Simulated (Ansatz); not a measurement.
# NH (imidogen) at UCAM-B3LYP/aug-cc-pVTZ

Aim: the electronic atomisation energy of NH (imidogen) at UCAM-B3LYP/aug-cc-pVTZ, from 3 runs. 

The calculation is run with Ansatz 0.2.0.

44 further runs of the same task are left out: 44 set aside as unsound or not needed.

### 1 The structure to begin with

NH has 2 atoms, charge 0, and is taken as a triplet. SMILES: `[NH]`. Geometry: the measured bond length.

Bond lengths: N1–H2 1.036 Å.

### 2 The energy at UCAM-B3LYP/aug-cc-pVTZ

The input, molecule.yaml:

```yaml
crystal:
  periodic: [false, false, false]
  atoms:
    - {symbol: "N", position_ang: [0.000000, 0.000000, 0.000000]}
    - {symbol: H, position_ang: [0.000000, 0.000000, 1.036210]}
basis:
  gaussian:
    orbitals: aug-cc-pVTZ
magnetization:
  spin_polarized: true
  initial_magnetization: 2
hamiltonian:
  xc: {name: CAM-B3LYP}
accuracy: high
output: {orbitals: {seedname: orbitals}}
```

Started as:

```bash
$ ansatz run molecule.yaml --threads 1 --pin off --max-ram 3480MiB --events-out events.jsonl --progress --plain --runs-dir runs
```

The program printed:

```text
Warning: RAYON_NUM_THREADS=1 ignored (pool sized by the plan → 1); use --threads N
Functional definition: CAM-B3LYP
  name "CAM-B3LYP"
  parameter alpha = 0.19
  parameter beta = 0.46
  parameter omega = 0.33/bohr
  parameter ac = 0.81
  exchange = (1 - alpha - beta)*b88_x + beta*b88_x_sr(omega) + alpha*exact_x + beta*exact_x_lr(omega)
  correlation = (1 - ac)*vwn5_c + ac*lyp_c
897 factors; integrals over basis functions are off by at most 3.1e-9 eV
240 factors; integrals over basis functions are off by at most 1.1e-9 eV
mean field evaluation 1: about -1501.9202 eV, gradient 1.3e1 eV
mean field evaluation 2: about -1502.2191 eV, gradient 9.7e0 eV
mean field evaluation 4: about -1502.5852 eV, gradient 6.2e-1 eV
mean field evaluation 8: about -1502.5875 eV, gradient 2.0e-2 eV
mean field evaluation 16: about -1502.5875 eV, gradient 5.7e-7 eV
mean field -1502.58747068 eV, -55.2190710572 hartree, gradient 6.2e-8 eV, S^2 2.005727; 0 other end points of the search recorded, 0 dependent functions left out
reference -1502.58748480 eV, -55.2190715760 hartree; 5, 3 occupied and 64, 66 virtual orbitals, 897 factors
Total energy: -1502.58748480 eV, -55.2190715760 hartree
```

Run time: 2 s. Hardware: 1 thread of Arm Neoverse V1, shared host; peak memory 0.13 GiB.

### 3 The H atom, same level

The input, in.yaml:

```yaml
crystal:
  periodic: [false, false, false]
  atoms:
    - {symbol: H, position_ang: [0.000000, 0.000000, 0.000000]}
basis:
  gaussian: {orbitals: aug-cc-pVTZ}
hamiltonian: {xc: {name: CAM-B3LYP}}
accuracy: high
magnetization: {spin_polarized: true, initial_magnetization: 1}
```

Started as:

```bash
$ ansatz run in.yaml --threads 1 --pin off --max-ram 3480MiB --events-out events.jsonl --progress --plain --runs-dir runs
```

The program printed:

```text
Warning: RAYON_NUM_THREADS=1 ignored (pool sized by the plan → 1); use --threads N
[... 8 set-up lines as earlier in the session ...]
183 factors; integrals over basis functions are off by at most 1.9e-9 eV
98 factors; integrals over basis functions are off by at most 9.6e-10 eV
mean field evaluation 1: about -13.5656 eV, gradient 7.4e-1 eV
mean field evaluation 2: about -13.5656 eV, gradient 7.4e-1 eV
mean field evaluation 4: about -13.5761 eV, gradient 1.2e-2 eV
mean field evaluation 8: about -13.5762 eV, gradient 2.1e-5 eV
mean field -13.57615183 eV, -0.4989143775 hartree, gradient 2.2e-9 eV, S^2 0.750000; 0 other end points of the search recorded, 0 dependent functions left out
reference -13.57616636 eV, -0.4989149114 hartree; 1, 0 occupied and 22, 23 virtual orbitals, 183 factors
Total energy: -13.57616636 eV, -0.4989149114 hartree
```

Run time: 0.34 s. Hardware: 1 thread of Arm Neoverse V1, shared host.

### 4 The N atom at the same level

The input, job.yaml:

```yaml
crystal:
  periodic: [false, false, false]
  atoms:
    - {symbol: N, position_ang: [0.000000, 0.000000, 0.000000]}
basis:
  gaussian:
    orbitals: aug-cc-pVTZ
magnetization:
  spin_polarized: true
  initial_magnetization: 3
hamiltonian:
  xc: {name: CAM-B3LYP}
accuracy: high
```

Run the same way, it converges to -54.58151 Eh (log not shown).

### 5 Summary of results

At UCAM-B3LYP/aug-cc-pVTZ:

| quantity | value |
| --- | --- |
| molecule: total energy | -55.21907 Eh |
| molecule: HOMO energy (highest over α and β) | -11.23 eV |
| molecule: LUMO energy (lowest over α and β) | -1.69 eV |
| molecule: ⟨S²⟩ | 2.006 |
| H atom: total energy | -0.49891 Eh |
| H atom: ⟨S²⟩ | 0.750 |
| N atom: total energy | -54.58151 Eh |
| N atom: ⟨S²⟩ | 3.753 |
| electronic atomisation energy | 3.773 eV |

Taking the molecule apart into free atoms costs 3.77 eV (87 kcal/mol), before zero-point energy and without spin-orbit coupling.
